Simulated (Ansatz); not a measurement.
# C3H8BClO2: up Jacob's ladder to CCSD(T)

Aim: compute C3H8BClO2 with functionals from several rungs and with coupled cluster, and see how far each lands from CCSD(T) at the basis-set limit for the atomisation energy.

Program: Ansatz 0.2.0, Gaussian basis. Level of theory: functionals in def2-TZVPP, the program's frozen cores in correlated methods. These are calculated values, not measurements.

Levels to be run: PBE-D4, r2SCAN-D4, PBE0-D4, B3LYP-D4, ωB97X-V, ωB97M-V, B2PLYP; CCSD(T)/def2-TZVPP; MP2/def2-QZVPP; extrapolation to the limit.

## Step 1: The relaxed structure

All runs share one geometry, relaxed beforehand with PBE0-D4 in a triple-zeta def2 set.

SMILES `CC(C)OB(O)Cl`, 15 atoms, charge 0, spin multiplicity 1.

Atoms are counted from 1 here; the program's logs count them from 0.

Bond lengths: C1–C2 1.513 Å, C1–H8 1.092 Å, C1–H9 1.092 Å, C1–H10 1.093 Å, C2–C3 1.511 Å, C2–O4 1.431 Å, C2–H11 1.095 Å, C3–H12 1.093 Å, C3–H13 1.092 Å, C3–H14 1.091 Å, O4–B5 1.348 Å, B5–O6 1.354 Å, B5–Cl7 1.773 Å, O6–H15 0.962 Å. Angles: C2–C1–H8 110.8°, C2–C1–H9 110.3°, C2–C1–H10 110.3°, H8–C1–H9 108.2°, H8–C1–H10 108.7°, H9–C1–H10 108.4°, C1–C2–C3 112.9°, C1–C2–O4 109.2°, C1–C2–H11 109.3°, C3–C2–O4 107.3°, C3–C2–H11 109.6°, O4–C2–H11 108.3°, C2–C3–H12 110.5°, C2–C3–H13 110.2°, C2–C3–H14 110.8°, H12–C3–H13 108.4°, H12–C3–H14 108.5°, H13–C3–H14 108.4° and more.

## Step 2: PBE-D4 (GGA)

The input, in.yaml:

```yaml
crystal:
  periodic: [false, false, false]
  atoms:
    - {symbol: C, position_ang: [1.046425, 0.817983, -0.906440]}
    - {symbol: C, position_ang: [0.315765, -0.346922, -0.275890]}
    - {symbol: C, position_ang: [1.223745, -1.241497, 0.535614]}
    - {symbol: O, position_ang: [-0.692705, 0.152502, 0.608360]}
    - {symbol: B, position_ang: [-1.961608, 0.441728, 0.258777]}
    - {symbol: O, position_ang: [-2.828357, 0.942493, 1.170423]}
    - {symbol: Cl, position_ang: [-2.584051, 0.188863, -1.382014]}
    - {symbol: H, position_ang: [0.360013, 1.437542, -1.486582]}
    - {symbol: H, position_ang: [1.829039, 0.456620, -1.577080]}
    - {symbol: H, position_ang: [1.510847, 1.437357, -0.135187]}
    - {symbol: H, position_ang: [-0.174632, -0.934116, -1.058838]}
    - {symbol: H, position_ang: [1.706247, -0.672725, 1.334052]}
    - {symbol: H, position_ang: [2.000485, -1.668777, -0.101825]}
    - {symbol: H, position_ang: [0.659138, -2.059360, 0.986442]}
    - {symbol: H, position_ang: [-2.410339, 1.048299, 2.030199]}
basis:
  gaussian: {orbitals: def2-TZVPP}
hamiltonian: {xc: pbe, dispersion: d4}
output: {forces: true, orbitals: {seedname: orbitals}}
```

The run is started by

```sh
> ansatz run in.yaml --threads 2 --pin off --events-out ev --progress --plain --max-ram 22528MiB --backend cuda --devices 0, --max-vram 18GiB
```

The runs that follow: r2SCAN-D4 (meta-GGA); PBE0-D4 (hybrid); B3LYP-D4 (hybrid); ωB97X-V (range-separated); ωB97M-V (range-separated); B2PLYP (double hybrid); CCSD(T) in def2-TZVPP; MP2 in def2-QZVPP.

Before running them: what should the planned runs give, taken together? Wanted: atomisation energy, CCSD(T)/CBS; farthest; mean size of error, hybrid; mean size of error, range-separated; gap, smallest and largest; T1 diagnostic; triples share of the correlation energy.

**Answer**, as computed:

| quantity | value |
| --- | --- |
| atomisation energy, CCSD(T)/CBS | 6176.3 kJ/mol |
| functionals within 30.9 kJ/mol (0.5 %) | B3LYP-D4, ωB97X-V, ωB97M-V |
| farthest | PBE-D4 (+140.4 kJ/mol) |
| mean size of error, hybrid | 20.0 kJ/mol |
| mean size of error, range-separated | 19.2 kJ/mol |
| gap, smallest and largest | 7.13 eV (PBE-D4), 13.73 eV (ωB97X-V) |
| T1 diagnostic | 0.0112 |
| triples share of the correlation energy | 3.8 % |

**Reading.** PBE-D4 is off by +140.4 kJ/mol. Double hybrids carry the basis error of their MP2 part in triple zeta, and no dispersion term here, so their miss is partly the set-up's. The reference freezes the cores and leaves out relativity and excitations past (T), so misses under about 30.9 kJ/mol can't be ranked. Hartree-Fock recovers 74 % of the binding; the rest is correlation. Orbital gaps span 7.1 to 13.7 eV; exact exchange widens them.
